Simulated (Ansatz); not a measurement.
# Ga3AsP2: a single-point run

The task is a single-point run on Ga3AsP2. The structure is shown as the input types it. The cell is built on a prototype (ordering on zincblende) and needn't be the phase found in nature.

Program: Ansatz 0.2.0. Level of theory: density functional or hybrid calculation with the settings of its input, plane waves (as first typed). These are calculated values, not measurements.

1 further run of the same task is left out (it didn't finish).

### Step 1. The starting structure

It takes space group P3m1 (No. 156, trigonal). Conventional cell: a = 3.906 Å, b = 3.906 Å, c = 9.562 Å, α = 90.00°, β = 90.00°, γ = 120.00°. P (site symmetry 3m) is surrounded by 4 Ga at 2.36 to 2.38 Å. As (site symmetry 3m) has 4 Ga at 2.41 to 2.45 Å as nearest neighbours. Around Ga (site symmetry 3m) lie 4 P at 2.36 to 2.38 Å. Ga (site symmetry 3m) is surrounded by 3 P at 2.38 Å and 1 As at 2.45 Å. Ga (site symmetry 3m) has 1 P at 2.36 Å and 3 As at 2.41 Å as nearest neighbours.

Coordinates:

```cif
data_structure
_symmetry_space_group_name_H-M 'P3m1'
_symmetry_Int_Tables_number 156
_cell_length_a 3.9060
_cell_length_b 3.9060
_cell_length_c 9.5622
_cell_angle_alpha 90.000
_cell_angle_beta 90.000
_cell_angle_gamma 120.000
_cell_volume 126.34
loop_
_atom_site_label
_atom_site_type_symbol
_atom_site_symmetry_multiplicity
_atom_site_Wyckoff_symbol
_atom_site_fract_x
_atom_site_fract_y
_atom_site_fract_z
_atom_site_occupancy
P1 P 1 b 0.33333 0.66667 0.00306 1
P2 P 1 c 0.66667 0.33333 0.33052 1
As1 As 1 a 0.00000 0.00000 0.66634 1
Ga1 Ga 1 c 0.66667 0.33333 0.08325 1
Ga2 Ga 1 a 0.00000 0.00000 0.41034 1
Ga3 Ga 1 b 0.33333 0.66667 0.75648 1
```

### Step 2. Running it

The input, input.yaml:

```yaml
crystal:
  lattice:
    - [3.9059637249, 0.0, 0.0]
    - [-1.9529818624, 3.382663812, 0.0]
    - [0.0, 0.0, 9.5621795807]
  atoms:
    - { symbol: P, position: [0.0, 0.0, 0.0030602822] }
    - { symbol: P, position: [0.3333333333, 0.6666666667, 0.3305233904] }
    - { symbol: As, position: [0.6666666667, 0.3333333333, 0.6663422598] }
    - { symbol: Ga, position: [0.3333333333, 0.6666666667, 0.0832499795] }
    - { symbol: Ga, position: [0.6666666667, 0.3333333333, 0.4103402508] }
    - { symbol: Ga, position: [0.0, 0.0, 0.7564838373] }
kpoints:
  mp_grid: { grid: [6, 6, 2] }
hamiltonian:
  xc: hse06
scf:
  occupations: { method: fixed }
  n_extra_bands: 5
  exx: { q_mesh: [5, 5, 5] }
output:
  forces: true
  stress: true
  eigenvalues: true
```

Started as:

```console
$ ansatz run input.yaml --threads 4 --pin off --max-ram 4608MiB --backend cpu --events-out ev --progress --plain --runs-dir out
```

Q: Will this input give a usable result? If not, why, and what should change?

The program refused the input before any cycle. It says: «invalid value for `scf.exx.q_mesh`: must divide elementwise kpoints.mp_grid.grid»

Look at the input: scf.exx.q_mesh is [5, 5, 5]. The mesh can't be built from what was typed.

What to do: delete scf.exx.q_mesh.
